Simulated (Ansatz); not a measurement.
# Bi2B3Br: the cost of one run

Computed with Ansatz 0.2.0 (DFT PBE, scalar-relativistic, plane waves, PAW, unless a step's input says otherwise).

**1. Starting point**

It takes space group P6/mmm (No. 191, hexagonal). The conventional cell has a = 5.012 Å, b = 5.012 Å, c = 6.439 Å, α = 90.00°, β = 90.00°, γ = 120.00°. Around B (site symmetry mmm) lie 4 B at 2.51 Å and 2 Br at 2.51 Å. Around Bi (site symmetry 6mm) lie 1 Br at 2.03 Å. Br (site symmetry 6/mmm) is surrounded by 2 Bi at 2.03 Å.

Structure file:

```cif
data_structure
_symmetry_space_group_name_H-M 'P 1'
_symmetry_Int_Tables_number 1
_cell_length_a 5.0120
_cell_length_b 5.0120
_cell_length_c 6.4389
_cell_angle_alpha 90.000
_cell_angle_beta 90.000
_cell_angle_gamma 120.000
_cell_volume 140.08
loop_
_atom_site_label
_atom_site_type_symbol
_atom_site_fract_x
_atom_site_fract_y
_atom_site_fract_z
_atom_site_occupancy
B1 B 0.50000 0.00000 0.50000 1
B2 B 0.00000 0.50000 0.50000 1
B3 B 0.50000 0.50000 0.50000 1
Bi1 Bi 0.00000 0.00000 0.81598 1
Bi2 Bi 0.00000 0.00000 0.18402 1
Br1 Br 0.00000 0.00000 0.50000 1
```

The cell is invented: random cell by space group and Wyckoff sites (P6/mmm, No. 191). The dimensions are guesses.

**2. A first look at the guess**

input.yaml reads:

```yaml
crystal:
  lattice:
    - [5.01201123, 0.0, 0.0]
    - [-2.50600561, 4.34052905, 0.0]
    - [0.0, 0.0, 6.43892699]
  atoms:
    - { symbol: B, position: [0.5, 0.0, 0.5] }
    - { symbol: B, position: [0.0, 0.5, 0.5] }
    - { symbol: B, position: [0.5, 0.5, 0.5] }
    - { symbol: Bi, position: [0.0, 0.0, 0.81598051] }
    - { symbol: Bi, position: [0.0, 0.0, 0.18401949] }
    - { symbol: Br, position: [0.0, 0.0, 0.5] }
basis:
  ecutwfc: 420
kpoints:
  mp_grid: { grid: [6, 6, 4] }
hamiltonian:
  xc: pbe
scf:
  occupations: { method: gaussian, width: 0.1 }
  lower_state_search: "off"
output:
  forces: true
  stress: true
  eigenvalues: true
```

On the command line:

```console
$ ansatz run input.yaml --threads 1 --pin off --max-ram 2560MiB --backend cpu --events-out ev --progress --plain --runs-dir out
```

Q: Estimate wall time and peak memory on 1 thread of Arm Neoverse V2, shared host.

About 4.8 s, with a peak of 0.4 GiB.
